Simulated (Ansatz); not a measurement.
# Sb (Sb (111), 3 layers): how the settings move a relaxation

How sensitive is a relaxation of Sb (Sb (111), 3 layers) to its settings? A reference run comes first, then one run with altered input.

Program: Ansatz 0.2.0. Level of theory: reference: DFT, LDA, all-electron LAPW, scalar-relativistic. These are calculated values, not measurements.

### 1 The starting structure

Symmetry: P-3m1, No. 164, trigonal system. Conventional cell: a = 3.314 Å, b = 3.314 Å, c = 21.411 Å, α = 90.00°, β = 90.00°, γ = 120.00°. Sb (site symmetry 3m) is surrounded by 9 Sb at 3.28 to 3.31 Å. Sb (site symmetry -3m) has 12 Sb at 3.28 to 3.31 Å as nearest neighbours.

As a file:

```cif
data_structure
_symmetry_space_group_name_H-M 'P 1'
_symmetry_Int_Tables_number 1
_cell_length_a 3.3135
_cell_length_b 3.3135
_cell_length_c 21.4110
_cell_angle_alpha 90.000
_cell_angle_beta 90.000
_cell_angle_gamma 120.000
_cell_volume 203.59
loop_
_atom_site_label
_atom_site_type_symbol
_atom_site_fract_x
_atom_site_fract_y
_atom_site_fract_z
_atom_site_occupancy
Sb1 Sb 0.16667 0.33333 0.37552 1
Sb2 Sb 0.50000 0.00000 0.50000 1
Sb3 Sb 0.83333 0.66667 0.62448 1
```

### 2 Baseline

input.yaml reads:

```yaml
crystal:
  lattice:
    - [3.3135280279, 0.0, 0.0]
    - [-1.656764014, 2.8695994483, 0.0]
    - [0.0, 0.0, 21.411]
  atoms:
    - { symbol: Sb, position: [0.1666666667, 0.3333333333, 0.3755230038] }
    - { symbol: Sb, position: [0.5, 1.0, 0.499999993] }
    - { symbol: Sb, position: [0.8333333333, 0.6666666667, 0.6244770028] }
kpoints:
  mp_grid: { grid: [14, 14, 1] }
scf:
  occupations: { method: fermi_dirac, width: 0.05 }
hamiltonian:
  xc: lda
  pseudopotentials: { kind: all_electron, lapw: { basis_error: 0.001 } }
output:
  forces: true
  stress: true
  eigenvalues: true
relax:
  f_tol: 0.01
  max_steps: 12
efield:
  axis: 3
  amplitude: 0
  dipole_correction: true
```

On the command line:

```sh
$ ansatz run input.yaml --threads 1 --pin off --max-ram 3584MiB --backend cpu --events-out ev --progress --plain --runs-dir out
```

### 3 Variant: preconditioner none, f_tol 0.1, max_displacement 0.1

input.yaml: that of step 2 with these lines changed.

```diff
@@ -13,2 +13,3 @@
   occupations: { method: fermi_dirac, width: 0.05 }
+  mixing: { preconditioner: none }
 hamiltonian:
@@ -21,4 +22,5 @@
 relax:
-  f_tol: 0.01
+  f_tol: 0.1
   max_steps: 12
+  max_displacement: 0.1
 efield:
```

Q: Predict the outcome of this session. Wanted: for each run, ending; energy change; gap; force.

**Answer**, as computed:

```
                                                    run     ending  energy change  gap (eV)  force (eV/Å)  cycles  time
                                              reference  converged              0      0.00          0.00       9  55 s
1: preconditioner none, f_tol 0.1, max_displacement 0.1  converged   0.0 meV/atom      0.00          0.00      10  60 s
```

What this shows: The changed mixing, convergence setting and walk settings doesn't alter the result here (within 0.5 meV/atom). Semilocal functionals close small gaps, so the missing gap need not be the real solid's.
